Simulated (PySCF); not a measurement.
# C2H8GeSi2: NMR shifts at several levels of theory, part 1 of 2

Aim: compute the NMR shifts of C2H8GeSi2 (`[SiH3][Si@H]1C=[CH][GeH2]1`) at several levels, and see how far they spread and what each costs.

Computed with PySCF 2.14.0, with density-fitted response routines of our own, on a single molecule in the gas phase. Atoms are numbered from 0 throughout.

### 1 Starting geometry

13 atoms, charge 0, multiplicity 1; geometry from: PBE0-D3(BJ)/def2-SVP.

Bonds of the start (Å): Si0–Si1 2.34, Si1–C2 1.89, C2–C3 1.35, C3–Ge4 1.97, Ge4–Si1 2.39, Si0–H5 1.50, Si0–H6 1.50, Si0–H7 1.50, Si1–H8 1.50, C2–H9 1.10, C3–H10 1.10, Ge4–H11 1.54, Ge4–H12 1.54.

### 2 Shielding tensors: PBE0/pcSseg-1

Job settings and geometry (Å):

```
{"job": {"kind": "nmr", "xc": "PBE0", "basis": "pcSseg-1", "pop": false}, "charge": 0, "multiplicity": 1}
Si     2.287477     0.542531    -0.279820
Si     0.141825    -0.162759    -0.901947
C     -0.584163    -1.483922     0.243754
C     -1.602703    -0.887988     0.905132
Ge    -1.699341     0.929830     0.160085
H      2.648263     1.806160    -0.996049
H      2.305375     0.803254     1.192959
H      3.323315    -0.490942    -0.596271
H      0.096405    -0.465306    -2.369023
H     -0.277795    -2.523366     0.422940
H     -2.202392    -1.384863     1.679475
H     -2.984308     1.226379    -0.636213
H     -1.461337     2.074905     1.164532
```

With the program's defaults for keys left out, this is: GIAO PBE0/pcSseg-1 NMR shielding, non-relativistic, gas phase.

Started as:

```sh
OMP_NUM_THREADS=1 python probes_run.py task.json out
```

One launch serves the whole session: the jobs run in the order shown.

What it wrote:

```text
coarse grid: 50376 points
cycle   1  E = -2736.0532338534  dE = -4.714e-01  |g| = 8.668e-01  |ddm| = 3.400e+00
cycle   2  E = -2736.0196491641  dE =  3.358e-02  |g| = 8.863e-01  |ddm| = 9.372e-01
cycle   3  E = -2736.1077792539  dE = -8.813e-02  |g| = 1.084e-01  |ddm| = 6.793e-01
cycle   4  E = -2736.1103991639  dE = -2.620e-03  |g| = 4.024e-02  |ddm| = 1.561e-01
cycle   5  E = -2736.1108382923  dE = -4.391e-04  |g| = 9.057e-03  |ddm| = 4.721e-02
cycle   6  E = -2736.1108550561  dE = -1.676e-05  |g| = 3.685e-03  |ddm| = 9.736e-03
cycle   7  E = -2736.1108582875  dE = -3.231e-06  |g| = 9.464e-04  |ddm| = 3.912e-03
final grid: 102288 points
cycle   8  E = -2736.1108141329  dE =  3.178e-07  |g| = 1.508e-03  |ddm| = 3.674e-03
cycle   9  E = -2736.1108128361  dE =  1.297e-06  |g| = 2.719e-03  |ddm| = 4.560e-03
cycle  10  E = -2736.1108147277  dE = -1.892e-06  |g| = 2.414e-04  |ddm| = 2.672e-03
cycle  11  E = -2736.1108147418  dE = -1.405e-08  |g| = 3.703e-05  |ddm| = 2.706e-04
cycle  12  E = -2736.1108147420  dE = -2.401e-10  |g| = 2.273e-06  |ddm| = 4.177e-05
converged SCF energy = -2736.1108147420

GIAO shielding tensors (ppm)
atom      isotropic    diamagn.    paramagn.     s11        s22        s33       span
  0 Si     453.253     879.289    -426.036    441.457    451.335    466.966     25.509
  1 Si     390.341     880.124    -489.783    335.322    371.112    464.588    129.266
  2 C       18.013     260.062    -242.050    -88.326     -0.312    142.675    231.002
  3 C       12.521     258.380    -245.859    -91.726     -7.343    136.631    228.357
  4 Ge    1521.194    2758.529   -1237.335   1460.129   1473.538   1629.915    169.786
  5 H       27.626      27.977      -0.351     24.522     25.534     32.822      8.300
  6 H       27.602      28.669      -1.067     24.355     26.296     32.154      7.798
  7 H       27.400      28.043      -0.643     24.122     25.106     32.973      8.851
  8 H       26.178      28.162      -1.984     23.447     24.352     30.735      7.288
  9 H       24.078      30.867      -6.789     23.069     24.302     24.863      1.795
 10 H       23.882      30.965      -7.083     23.029     24.154     24.464      1.435
 11 H       26.476      28.891      -2.415     20.955     21.485     36.987     16.032
 12 H       26.506      29.163      -2.657     20.908     21.980     36.629     15.721
```

Wall time 28 s (1 thread of Arm Neoverse N1, shared host); peak memory 0.91 GiB.

Shifts follow as δ = σ(reference) − σ, with reference shieldings (ppm) from runs at the same level and on the same kind of geometry: ¹H TMS 31.27, ¹³C TMS 184.4, ²⁹Si TMS 352.0, ⁷³Ge GeMe4 1330. The references are single molecules in the gas phase. Atoms listed in one row are averaged.

```tsv
atoms	environment	σ (ppm)	δ (ppm)
C3	alkene CH	12.5	171.9
C2	alkene CH	18.0	166.4
H10	hydrogen on an alkene CH	23.88	7.38
H9	hydrogen on an alkene CH	24.08	7.19
H8	hydrogen on a silicon bonded to C, Ge, Si, in a 4-membered ring	26.18	5.09
H11	hydrogen on a germanium bonded to C, Si, in a 4-membered ring	26.48	4.79
H12	hydrogen on a germanium bonded to C, Si, in a 4-membered ring	26.51	4.76
H5, H6, H7	hydrogen on a silicon bonded to Si	27.54	3.72
Si1	silicon bonded to C, Ge, Si, H, in a 4-membered ring	390.3	-38.3
Si0	silicon bonded to Si, 3 H	453.3	-101.3
Ge4	germanium bonded to C, Si, 2 H, in a 4-membered ring	1521	-191
```

Ring of atoms Si1, C2, C3, Ge4: NICS(0) 1.9, NICS(1) -2.1, NICS(1)zz 5.2 ppm (means of both faces). The ring holds saturated atoms, so no π current runs round it: these values come from its σ bonds, any local π bonds and neighbouring rings, and say nothing of aromaticity.

### 3 Shielding tensors: mPW1PW91/pcSseg-1

Same as in step 2 but for these lines:

```diff
@@ -1,2 +1,2 @@
-{"job": {"kind": "nmr", "xc": "PBE0", "basis": "pcSseg-1", "pop": false}, "charge": 0, "multiplicity": 1}
+{"job": {"kind": "nmr", "xc": "mPW1PW91", "basis": "pcSseg-1", "pop": false}, "charge": 0, "multiplicity": 1}
 Si     2.287477     0.542531    -0.279820
```

With the program's defaults for keys left out, this is: GIAO mPW1PW91/pcSseg-1 NMR shielding, non-relativistic, gas phase.

What it wrote:

```text
coarse grid: 50376 points
cycle   1  E = -2736.8352147387  dE = -4.705e-01  |g| = 8.571e-01  |ddm| = 3.396e+00
cycle   2  E = -2736.8015046928  dE =  3.371e-02  |g| = 8.792e-01  |ddm| = 9.354e-01
cycle   3  E = -2736.8895644270  dE = -8.806e-02  |g| = 1.070e-01  |ddm| = 6.782e-01
cycle   4  E = -2736.8921417907  dE = -2.577e-03  |g| = 3.946e-02  |ddm| = 1.540e-01
cycle   5  E = -2736.8925644074  dE = -4.226e-04  |g| = 8.710e-03  |ddm| = 4.619e-02
cycle   6  E = -2736.8925796197  dE = -1.521e-05  |g| = 3.662e-03  |ddm| = 9.486e-03
cycle   7  E = -2736.8925828074  dE = -3.188e-06  |g| = 9.637e-04  |ddm| = 3.833e-03
final grid: 102288 points
cycle   8  E = -2736.8925364335  dE =  3.297e-07  |g| = 1.535e-03  |ddm| = 3.673e-03
cycle   9  E = -2736.8925350817  dE =  1.352e-06  |g| = 2.771e-03  |ddm| = 4.600e-03
cycle  10  E = -2736.8925370504  dE = -1.969e-06  |g| = 2.407e-04  |ddm| = 2.703e-03
cycle  11  E = -2736.8925370643  dE = -1.390e-08  |g| = 3.700e-05  |ddm| = 2.679e-04
cycle  12  E = -2736.8925370645  dE = -2.315e-10  |g| = 2.315e-06  |ddm| = 4.125e-05
converged SCF energy = -2736.8925370645

GIAO shielding tensors (ppm)
atom      isotropic    diamagn.    paramagn.     s11        s22        s33       span
  0 Si     449.945     879.354    -429.410    438.358    447.831    463.645     25.287
  1 Si     387.395     880.279    -492.884    332.419    368.636    461.130    128.711
  2 C       17.331     260.189    -242.858    -89.381     -0.643    142.017    231.397
  3 C       11.630     258.448    -246.819    -92.917     -7.948    135.755    228.672
  4 Ge    1512.776    2758.713   -1245.937   1451.975   1465.319   1621.035    169.060
  5 H       27.703      28.052      -0.349     24.614     25.624     32.870      8.256
  6 H       27.678      28.770      -1.092     24.452     26.382     32.202      7.750
  7 H       27.478      28.118      -0.640     24.221     25.197     33.017      8.795
  8 H       26.270      28.263      -1.992     23.551     24.437     30.823      7.272
  9 H       24.154      30.952      -6.799     23.138     24.371     24.952      1.814
 10 H       23.950      31.021      -7.071     23.119     24.218     24.514      1.395
 11 H       26.544      28.935      -2.391     21.028     21.560     37.043     16.016
 12 H       26.571      29.221      -2.650     20.984     22.044     36.685     15.701
```

It took 28 s on 1 thread of Arm Neoverse N1, shared host; peak memory 0.91 GiB.

This run: δ C3 171.9, C2 166.2, Si1 -36.6, Si0 -99.1, H10 7.37, H9 7.16 ppm.

### 4 Nuclear shieldings: WP04/pcSseg-1

Same as in step 3 but for these lines:

```diff
@@ -1,2 +1,2 @@
-{"job": {"kind": "nmr", "xc": "mPW1PW91", "basis": "pcSseg-1", "pop": false}, "charge": 0, "multiplicity": 1}
+{"job": {"kind": "nmr", "xc": "WP04", "basis": "pcSseg-1", "pop": false}, "charge": 0, "multiplicity": 1}
 Si     2.287477     0.542531    -0.279820
```

With the program's defaults for keys left out, this is: GIAO WP04/pcSseg-1 NMR shielding, non-relativistic, gas phase.

What it wrote:

```text
coarse grid: 50376 points
cycle   1  E = -2756.4781648018  dE = -5.032e-01  |g| = 6.063e-01  |ddm| = 3.401e+00
cycle   2  E = -2756.3689571547  dE =  1.092e-01  |g| = 8.053e-01  |ddm| = 1.299e+00
cycle   3  E = -2756.5466710847  dE = -1.777e-01  |g| = 1.168e-01  |ddm| = 1.022e+00
cycle   4  E = -2756.5509740740  dE = -4.303e-03  |g| = 2.153e-02  |ddm| = 1.827e-01
cycle   5  E = -2756.5510551426  dE = -8.107e-05  |g| = 1.266e-02  |ddm| = 3.721e-02
cycle   6  E = -2756.5510838859  dE = -2.874e-05  |g| = 4.858e-03  |ddm| = 1.370e-02
cycle   7  E = -2756.5510901098  dE = -6.224e-06  |g| = 1.316e-03  |ddm| = 4.933e-03
final grid: 102288 points
cycle   8  E = -2756.5510209543  dE =  1.091e-06  |g| = 2.492e-03  |ddm| = 3.759e-03
cycle   9  E = -2756.5510146216  dE =  6.333e-06  |g| = 5.470e-03  |ddm| = 5.842e-03
cycle  10  E = -2756.5510224222  dE = -7.801e-06  |g| = 4.850e-04  |ddm| = 4.288e-03
cycle  11  E = -2756.5510224629  dE = -4.063e-08  |g| = 2.419e-05  |ddm| = 4.512e-04
cycle  12  E = -2756.5510224630  dE = -1.528e-10  |g| = 9.302e-06  |ddm| = 4.940e-05
converged SCF energy = -2756.5510224630

GIAO shielding tensors (ppm)
atom      isotropic    diamagn.    paramagn.     s11        s22        s33       span
  0 Si     422.776     881.551    -458.775    410.499    418.270    439.557     29.058
  1 Si     355.478     883.367    -527.889    297.527    343.392    425.515    127.988
  2 C        8.376     261.885    -253.509    -99.331     -6.826    131.285    230.616
  3 C        0.537     260.070    -259.533   -103.711    -17.822    123.144    226.855
  4 Ge    1436.226    2764.523   -1328.297   1370.557   1394.514   1543.606    173.049
  5 H       28.467      28.981      -0.514     25.657     26.520     33.224      7.567
  6 H       28.461      30.308      -1.847     25.518     27.268     32.597      7.079
  7 H       28.248      28.988      -0.740     25.280     26.119     33.345      8.065
  8 H       27.138      29.231      -2.093     24.639     25.348     31.426      6.788
  9 H       24.729      31.627      -6.898     23.580     24.925     25.684      2.105
 10 H       24.486      31.444      -6.958     23.931     24.328     25.201      1.270
 11 H       27.324      29.663      -2.338     22.024     22.519     37.430     15.406
 12 H       27.323      30.374      -3.050     21.992     22.916     37.062     15.071
```

Run time: 28 s. Hardware: 1 thread of Arm Neoverse N1, shared host; peak memory 0.91 GiB.

This run: δ C3 171.9, C2 164.1, Si1 -16.8, Si0 -84.1, H10 7.08, H9 6.83 ppm.

### 5 NMR shieldings: B97-2/pcSseg-1

Same as in step 4 but for these lines:

```diff
@@ -1,2 +1,2 @@
-{"job": {"kind": "nmr", "xc": "WP04", "basis": "pcSseg-1", "pop": false}, "charge": 0, "multiplicity": 1}
+{"job": {"kind": "nmr", "xc": "B97-2", "basis": "pcSseg-1", "pop": false}, "charge": 0, "multiplicity": 1}
 Si     2.287477     0.542531    -0.279820
```

Level: GIAO B97-2/pcSseg-1 NMR shielding, non-relativistic, gas phase.

What it wrote:

```text
coarse grid: 50376 points
cycle   1  E = -2737.2087840257  dE = -4.831e-01  |g| = 7.664e-01  |ddm| = 3.391e+00
cycle   2  E = -2737.1715527485  dE =  3.723e-02  |g| = 7.992e-01  |ddm| = 9.220e-01
cycle   3  E = -2737.2553840861  dE = -8.383e-02  |g| = 1.135e-01  |ddm| = 6.967e-01
cycle   4  E = -2737.2585550271  dE = -3.171e-03  |g| = 4.011e-02  |ddm| = 1.696e-01
cycle   5  E = -2737.2589787599  dE = -4.237e-04  |g| = 8.340e-03  |ddm| = 4.733e-02
cycle   6  E = -2737.2589920196  dE = -1.326e-05  |g| = 3.929e-03  |ddm| = 9.622e-03
cycle   7  E = -2737.2589957515  dE = -3.732e-06  |g| = 9.892e-04  |ddm| = 4.073e-03
final grid: 102288 points
cycle   8  E = -2737.2589294095  dE =  3.839e-07  |g| = 1.625e-03  |ddm| = 3.857e-03
cycle   9  E = -2737.2589276624  dE =  1.747e-06  |g| = 3.069e-03  |ddm| = 4.997e-03
cycle  10  E = -2737.2589301111  dE = -2.449e-06  |g| = 2.709e-04  |ddm| = 2.990e-03
cycle  11  E = -2737.2589301288  dE = -1.770e-08  |g| = 4.180e-05  |ddm| = 3.012e-04
cycle  12  E = -2737.2589301291  dE = -3.383e-10  |g| = 1.909e-06  |ddm| = 4.857e-05
converged SCF energy = -2737.2589301291

GIAO shielding tensors (ppm)
atom      isotropic    diamagn.    paramagn.     s11        s22        s33       span
  0 Si     454.676     879.443    -424.766    443.122    452.654    468.253     25.131
  1 Si     392.754     880.491    -487.738    338.265    375.309    464.687    126.421
  2 C       21.748     260.058    -238.310    -81.682      4.809    142.118    223.800
  3 C       15.797     258.338    -242.541    -85.178     -2.903    135.471    220.648
  4 Ge    1509.550    2759.717   -1250.168   1448.983   1462.939   1616.726    167.743
  5 H       27.803      28.204      -0.401     24.756     25.742     32.910      8.154
  6 H       27.783      28.977      -1.194     24.598     26.501     32.248      7.650
  7 H       27.579      28.264      -0.685     24.364     25.318     33.055      8.692
  8 H       26.384      28.392      -2.008     23.699     24.560     30.893      7.194
  9 H       24.244      31.027      -6.783     23.246     24.507     24.977      1.731
 10 H       24.036      31.095      -7.060     23.213     24.279     24.615      1.403
 11 H       26.639      29.064      -2.425     21.167     21.701     37.048     15.881
 12 H       26.663      29.401      -2.738     21.127     22.171     36.692     15.565
```

Wall time 28 s (1 thread of Arm Neoverse N1, shared host); peak memory 0.91 GiB.

Key values: δ C3 167.9, C2 161.9, Si1 -35.3, Si0 -97.3, H10 7.34, H9 7.13 ppm.

### 6 Shielding tensors: BHandHLYP/pcSseg-1

Same as in step 5 but for these lines:

```diff
@@ -1,2 +1,2 @@
-{"job": {"kind": "nmr", "xc": "B97-2", "basis": "pcSseg-1", "pop": false}, "charge": 0, "multiplicity": 1}
+{"job": {"kind": "nmr", "xc": "BHandHLYP", "basis": "pcSseg-1", "pop": false}, "charge": 0, "multiplicity": 1}
 Si     2.287477     0.542531    -0.279820
```

With the program's defaults for keys left out, this is: GIAO BHandHLYP/pcSseg-1 NMR shielding, non-relativistic, gas phase.

What it wrote:

```text
coarse grid: 50376 points
cycle   1  E = -2736.5825573991  dE = -4.437e-01  |g| = 7.029e-01  |ddm| = 3.334e+00
cycle   2  E = -2736.5967729703  dE = -1.422e-02  |g| = 5.736e-01  |ddm| = 6.572e-01
cycle   3  E = -2736.6276378674  dE = -3.086e-02  |g| = 6.185e-02  |ddm| = 3.710e-01
cycle   4  E = -2736.6282725590  dE = -6.347e-04  |g| = 1.410e-02  |ddm| = 6.635e-02
cycle   5  E = -2736.6283285154  dE = -5.596e-05  |g| = 5.881e-03  |ddm| = 2.258e-02
cycle   6  E = -2736.6283370533  dE = -8.538e-06  |g| = 1.778e-03  |ddm| = 6.600e-03
final grid: 102288 points
cycle   7  E = -2736.6283034240  dE =  3.848e-07  |g| = 2.213e-03  |ddm| = 3.197e-03
cycle   8  E = -2736.6283024671  dE =  9.569e-07  |g| = 2.930e-03  |ddm| = 3.886e-03
cycle   9  E = -2736.6283046431  dE = -2.176e-06  |g| = 1.116e-04  |ddm| = 2.308e-03
cycle  10  E = -2736.6283046466  dE = -3.488e-09  |g| = 2.667e-05  |ddm| = 1.611e-04
cycle  11  E = -2736.6283046467  dE = -9.823e-11  |g| = 5.520e-06  |ddm| = 2.489e-05
converged SCF energy = -2736.6283046467

GIAO shielding tensors (ppm)
atom      isotropic    diamagn.    paramagn.     s11        s22        s33       span
  0 Si     454.199     878.132    -423.932    441.860    452.587    468.151     26.290
  1 Si     391.059     879.096    -488.037    337.498    374.609    461.071    123.573
  2 C       16.475     260.798    -244.323    -99.294      2.841    145.878    245.172
  3 C       10.691     258.865    -248.175   -103.565     -5.529    141.166    244.731
  4 Ge    1552.436    2758.178   -1205.741   1490.936   1511.274   1655.099    164.162
  5 H       27.970      28.266      -0.296     24.897     25.895     33.120      8.223
  6 H       27.952      29.049      -1.097     24.734     26.661     32.462      7.728
  7 H       27.746      28.324      -0.577     24.506     25.470     33.262      8.756
  8 H       26.651      28.428      -1.777     23.872     24.768     31.313      7.441
  9 H       24.371      31.057      -6.686     23.161     24.492     25.459      2.299
 10 H       24.166      31.085      -6.920     23.262     24.449     24.786      1.524
 11 H       26.855      29.226      -2.371     21.295     21.819     37.453     16.158
 12 H       26.878      29.585      -2.708     21.265     22.286     37.082     15.817
```

Run time: 28 s. Hardware: 1 thread of Arm Neoverse N1, shared host; peak memory 0.91 GiB.

Key values: δ C3 173.3, C2 167.5, Si1 -32.6, Si0 -95.8, H10 7.28, H9 7.07 ppm.

### 7 Shielding tensors: CAM-B3LYP/pcSseg-1

Same as in step 6 but for these lines:

```diff
@@ -1,2 +1,2 @@
-{"job": {"kind": "nmr", "xc": "BHandHLYP", "basis": "pcSseg-1", "pop": false}, "charge": 0, "multiplicity": 1}
+{"job": {"kind": "nmr", "xc": "CAM-B3LYP", "basis": "pcSseg-1", "pop": false}, "charge": 0, "multiplicity": 1}
 Si     2.287477     0.542531    -0.279820
```

Method: GIAO CAM-B3LYP/pcSseg-1 NMR shielding, non-relativistic, gas phase.

What it wrote:

```text
coarse grid: 50376 points
cycle   1  E = -2736.7447138956  dE = -4.444e-01  |g| = 8.678e-01  |ddm| = 3.352e+00
cycle   2  E = -2736.7474802631  dE = -2.766e-03  |g| = 7.951e-01  |ddm| = 7.802e-01
cycle   3  E = -2736.8016397282  dE = -5.416e-02  |g| = 6.926e-02  |ddm| = 4.606e-01
cycle   4  E = -2736.8023085661  dE = -6.688e-04  |g| = 1.238e-02  |ddm| = 6.559e-02
cycle   5  E = -2736.8023484891  dE = -3.992e-05  |g| = 5.779e-03  |ddm| = 2.140e-02
cycle   6  E = -2736.8023567834  dE = -8.294e-06  |g| = 2.283e-03  |ddm| = 7.355e-03
final grid: 102288 points
cycle   7  E = -2736.8023020462  dE =  8.627e-07  |g| = 3.021e-03  |ddm| = 3.845e-03
cycle   8  E = -2736.8022999463  dE =  2.100e-06  |g| = 4.189e-03  |ddm| = 4.957e-03
cycle   9  E = -2736.8023042295  dE = -4.283e-06  |g| = 1.405e-04  |ddm| = 2.983e-03
cycle  10  E = -2736.8023042341  dE = -4.613e-09  |g| = 3.491e-05  |ddm| = 1.879e-04
cycle  11  E = -2736.8023042343  dE = -1.764e-10  |g| = 8.760e-06  |ddm| = 3.471e-05
converged SCF energy = -2736.8023042343

GIAO shielding tensors (ppm)
atom      isotropic    diamagn.    paramagn.     s11        s22        s33       span
  0 Si     445.420     879.043    -433.623    432.665    443.542    460.051     27.386
  1 Si     377.884     880.135    -502.251    319.754    360.290    453.608    133.854
  2 C       13.716     260.170    -246.454    -99.344     -3.093    143.585    242.929
  3 C        7.806     258.001    -250.195   -103.817    -11.110    138.344    242.162
  4 Ge    1505.553    2758.177   -1252.624   1434.495   1461.106   1621.057    186.562
  5 H       27.803      28.147      -0.345     24.764     25.742     32.902      8.138
  6 H       27.783      29.018      -1.235     24.587     26.517     32.244      7.657
  7 H       27.584      28.189      -0.606     24.372     25.327     33.051      8.679
  8 H       26.416      28.337      -1.921     23.707     24.616     30.927      7.220
  9 H       24.257      30.922      -6.665     23.125     24.423     25.223      2.099
 10 H       24.049      30.848      -6.800     23.235     24.286     24.625      1.391
 11 H       26.637      29.001      -2.364     21.138     21.627     37.147     16.009
 12 H       26.664      29.428      -2.764     21.094     22.116     36.782     15.688
```

Run time: 39 s. Hardware: 1 thread of Arm Neoverse N1, shared host; peak memory 0.95 GiB.

In short: δ C3 174.6, C2 168.7, Si1 -34.5, Si0 -102.0, H10 7.28, H9 7.07 ppm.

### 8 Shielding tensors: wB97X-D/pcSseg-1

Same as in step 7 but for these lines:

```diff
@@ -1,2 +1,2 @@
-{"job": {"kind": "nmr", "xc": "CAM-B3LYP", "basis": "pcSseg-1", "pop": false}, "charge": 0, "multiplicity": 1}
+{"job": {"kind": "nmr", "xc": "wB97X-D", "basis": "pcSseg-1", "pop": false}, "charge": 0, "multiplicity": 1}
 Si     2.287477     0.542531    -0.279820
```

With the program's defaults for keys left out, this is: GIAO wB97X-D/pcSseg-1 NMR shielding, non-relativistic, gas phase.

What it wrote:

```text
coarse grid: 50376 points
cycle   1  E = -2736.6995132297  dE = -4.548e-01  |g| = 8.174e-01  |ddm| = 3.357e+00
cycle   2  E = -2736.7106270129  dE = -1.111e-02  |g| = 7.093e-01  |ddm| = 7.129e-01
cycle   3  E = -2736.7510366299  dE = -4.041e-02  |g| = 6.298e-02  |ddm| = 3.924e-01
cycle   4  E = -2736.7515722196  dE = -5.356e-04  |g| = 1.004e-02  |ddm| = 6.372e-02
cycle   5  E = -2736.7516034823  dE = -3.126e-05  |g| = 5.087e-03  |ddm| = 2.201e-02
cycle   6  E = -2736.7516110100  dE = -7.528e-06  |g| = 1.900e-03  |ddm| = 9.371e-03
final grid: 102288 points
cycle   7  E = -2736.7513022213  dE = -2.293e-06  |g| = 2.435e-03  |ddm| = 7.861e-03
cycle   8  E = -2736.7513016969  dE =  5.244e-07  |g| = 2.836e-03  |ddm| = 3.836e-03
cycle   9  E = -2736.7513036479  dE = -1.951e-06  |g| = 1.710e-04  |ddm| = 2.067e-03
cycle  10  E = -2736.7513036555  dE = -7.651e-09  |g| = 4.024e-05  |ddm| = 2.272e-04
cycle  11  E = -2736.7513036566  dE = -1.069e-09  |g| = 1.298e-05  |ddm| = 1.292e-04
cycle  12  E = -2736.7513036567  dE = -7.185e-11  |g| = 5.435e-06  |ddm| = 2.911e-05
converged SCF energy = -2736.7513036567

GIAO shielding tensors (ppm)
atom      isotropic    diamagn.    paramagn.     s11        s22        s33       span
  0 Si     453.103     879.113    -426.010    441.853    451.629    465.827     23.975
  1 Si     392.000     880.266    -488.265    335.608    373.226    467.167    131.559
  2 C       18.699     260.879    -242.180    -91.824      1.487    146.434    238.258
  3 C       12.975     259.150    -246.174    -95.687     -6.502    141.115    236.802
  4 Ge    1522.432    2758.525   -1236.093   1458.296   1475.750   1633.249    174.953
  5 H       27.780      28.062      -0.282     24.667     25.702     32.970      8.302
  6 H       27.754      28.846      -1.092     24.509     26.457     32.296      7.787
  7 H       27.564      28.116      -0.552     24.292     25.287     33.114      8.822
  8 H       26.406      28.331      -1.925     23.660     24.553     31.005      7.345
  9 H       24.258      31.015      -6.758     23.173     24.449     25.151      1.979
 10 H       24.058      31.004      -6.946     23.249     24.390     24.534      1.285
 11 H       26.669      29.060      -2.391     21.149     21.642     37.216     16.067
 12 H       26.695      29.422      -2.727     21.093     22.142     36.850     15.758
```

It took 38 s on 1 thread of Arm Neoverse N1, shared host; peak memory 0.93 GiB.

This run: δ C3 171.6, C2 165.8, Si1 -39.1, Si0 -100.2, H10 7.32, H9 7.12 ppm.

(Continued in part 2 of 2.)
